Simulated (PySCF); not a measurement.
# [SmH3(H2O)]−: other functionals and bases at one geometry

The task here is to estimate one member of a computed series from the others.

Computed with PySCF 2.14.0. Level: several levels, as the steps say, no spin–orbit coupling.

1 further run of the same task is left out (for a known fault of the program).

### The system as given

7 atoms, charge -1, spin multiplicity 1.

Bond lengths: Sm1–H2 2.375 Å, Sm1–H3 2.357 Å, Sm1–H4 2.375 Å, Sm1–O5 2.607 Å, Sm1–H6 2.548 Å, Sm1–H7 2.548 Å, O5–H6 0.993 Å, O5–H7 0.993 Å. Angles: H2–Sm1–H3 128.6°, H2–Sm1–H4 102.2°, H2–Sm1–O5 64.0°, H2–Sm1–H6 42.0°, H2–Sm1–H7 74.7°, H3–Sm1–H4 128.6°, H3–Sm1–O5 141.0°, H3–Sm1–H6 148.9°, H3–Sm1–H7 148.9°, H4–Sm1–O5 64.0°, H4–Sm1–H6 74.7°, H4–Sm1–H7 42.0°, O5–Sm1–H6 22.2°, O5–Sm1–H7 22.2°, H6–Sm1–H7 35.9°, Sm1–O5–H6 75.5°, Sm1–O5–H7 75.5°, H6–O5–H7 104.4° and more.

As a file:

```xyz
7

Sm   -0.2711   -0.3788    0.3788
H     0.3809    1.8768    0.7377
H    -1.0454   -1.9528    1.9528
H     0.3809   -0.7377   -1.8768
O    -1.1565    1.3552   -1.3552
H    -0.5495    1.8787   -0.7687
H    -0.5495    0.7687   -1.8787
```

Formal oxidation states: Sm +2. Each metal's 6 4f electrons lie in its core potential, so multiplicities, spins and levels count the valence alone. An earlier session relaxed this geometry at PBE0, Sm lcecp-0-SVP with ECP52, H def2-SVP, O def2-SVP (singlet, point group Cs).

At PBE0 on the finer grid: E = -106.890149 Eh, frontier levels not given, since the 4f levels lie in the core, Mulliken charge on Sm1 -0.00 e, largest force component 0.008 eV/Å. 

Levels to run: wB97X; PBE; PBE0, TZVP. Hardware: 2 threads of Arm Neoverse V2, shared host.

The first run:

run.py (the lines that set the calculation) reads:

```python
mol = gto.M(atom='''
Sm    -0.27112    -0.37879     0.37879
H      0.38094     1.87682     0.73767
H     -1.04543    -1.95277     1.95277
H      0.38094    -0.73767    -1.87682
O     -1.15649     1.35519    -1.35519
H     -0.54950     1.87874    -0.76872
H     -0.54950     0.76872    -1.87874''',
    basis={'Sm': 'lcecp-0-SVP', 'H': 'def2-SVP', 'O': 'def2-SVP'},
    ecp={'Sm': 'lcecp-0-SVP'},
    charge=-1, spin=0)
mf = dft.RKS(mol, xc='WB97X')
mf.grids.atom_grid = (75, 302)  # f atoms: unpruned, at least (60, 302)
mf = mf.density_fit()  # fitting sets: Sm AutoAux, H def2-universal-JKFIT, O def2-universal-JKFIT
mf.conv_tol = 1e-08; mf.max_cycle = 55
mf.kernel(dm0)  # dm0: the density of the relaxed state
```

Launch:

```console
$ OMP_NUM_THREADS=2 python run.py
```

Among the steps run: wB97X; PBE; PBE0, TZVP.

One of the session's tables, all rows but one given; the rest of the session is left out.

```
              level  dipole (D)  largest force component (eV/Å)
PBE0 (relaxed here)        0.04                            0.01
              wB97X        0.07                            0.18
                PBE           ?                               ?
         PBE0, TZVP        0.46                            0.18
```

Estimate the missing values for PBE.

**Answer.** dipole (D): 0.18; largest force component (eV/Å): 0.81. In the column «dipole (D)» it lies between wB97X (0.07) and PBE0, TZVP (0.46).

The dipole of a charged species depends on the origin, so these sizes hold for this origin alone.

The largest leftover force, 0.81 eV/Å with PBE, stands at a geometry relaxed at another level. With 4f in the core, its levels are missing from HOMO and gap, and its count is fixed, so no charge can pass from the ligands into it. Total energies of different levels can't be compared.
